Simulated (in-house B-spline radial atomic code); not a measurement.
# Br³¹⁺: ionisation energy by several methods

Wanted: one ionisation energy, Br³¹⁺ to configuration [He] 2s1, up the ladder of functionals.

Program: in-house B-spline radial atomic code version 1. Level of theory: non-relativistic, several functionals, spin-polarised; spherical all-electron atom at the radial basis limit. These are calculated values, not measurements, unless marked.

## 1. The system

```
element       : bromine (Z = 35)
charge        : +31
electrons     : 4
configuration : [He] 2s2
nucleus       : point
```

Outer shells as boxes (Hund's rule):

[He] 2s2
```
[He] core
2s [↑↓]
```

Where spins are not typed, each open shell is filled with up spins first.

## 2. LC-ωPBE, a range-separated hybrid

Settings, as recorded:

```ini
Z = 35
electrons = 4.0
configuration = [He] 2s2
hamiltonian = nr
method = lc_wpbe
spin_polarised = True
```

## 3. r2SCAN, a meta-GGA

Settings, as recorded:

```ini
Z = 35
electrons = 4.0
configuration = [He] 2s2
hamiltonian = nr
method = r2scan
spin_polarised = True
```

## 4. fractional-occupation HF

Settings, as recorded:

```ini
Z = 35
electrons = 4.0
configuration = [He] 2s2
hamiltonian = nr
method = hf,
spin_polarised = True
```

## 5. PW91, a GGA

Settings, as recorded:

```ini
Z = 35
electrons = 4.0
configuration = [He] 2s2
hamiltonian = nr
method = pw91,pw91
spin_polarised = True
```

## 6. BHandHLYP, a global hybrid

Settings, as recorded:

```ini
Z = 35
electrons = 4.0
configuration = [He] 2s2
hamiltonian = nr
method = bhandhlyp
spin_polarised = True
```

## 7. TPSS, a meta-GGA

Settings, as recorded:

```ini
Z = 35
electrons = 4.0
configuration = [He] 2s2
hamiltonian = nr
method = tpss,tpss
spin_polarised = True
```

## 8. r2SCAN0, a global hybrid

Settings, as recorded:

```ini
Z = 35
electrons = 4.0
configuration = [He] 2s2
hamiltonian = nr
method = r2scan0
spin_polarised = True
```

Before running: The tabulated ionisation energy is 3735 ± 4 eV (semi-empirical; NIST Atomic Spectra Database). What does each method give, and which comes nearest?

As calculated:

| method | rung | total energy (hartree) | ΔSCF (eV) | −ε highest (eV) | ΔSCF less tabulated (eV) |
| --- | --- | --- | --- | --- | --- |
| PW91 | GGA | -1477.0616 | 3661.59 | 3608.68 (2s up) | -73.41 |
| r2SCAN | meta-GGA | -1477.0365 | 3656.36 | 3611.24 (2s up) | -78.64 |
| TPSS | meta-GGA | -1477.3490 | 3660.62 | 3610.66 (2s up) | -74.38 |
| BHandHLYP | global hybrid | -1477.2023 | 3659.32 | 3633.64 (2s up) | -75.68 |
| r2SCAN0 | global hybrid | -1477.0760 | 3656.91 | 3623.03 (2s up) | -78.09 |
| LC-ωPBE | range-separated hybrid | -1476.9658 | 3661.01 | 3614.29 (2s up) | -73.99 |
| fractional-occupation HF | Hartree-Fock | -1477.0744 | 3656.98 | 3657.27 (2s up) | -78.02 |

Against the tabulated ionisation energy, 3735 ± 4 eV (semi-empirical; NIST Atomic Spectra Database), the best here is PW91 (-73.41 eV) and the worst r2SCAN (-78.64 eV, or 2.1 %). Mean absolute error by rung (exchange-only levels left out): GGA 73.41 eV, meta-GGA 76.51 eV, global hybrid 76.88 eV, range-separated hybrid 73.99 eV. All methods miss on the same side by much the same amount, which points to something that they share. These runs lack relativity altogether, which can outweigh the gaps between the methods, so the nearest may be so by luck. These runs leave out relativity, which matters at this nuclear charge.
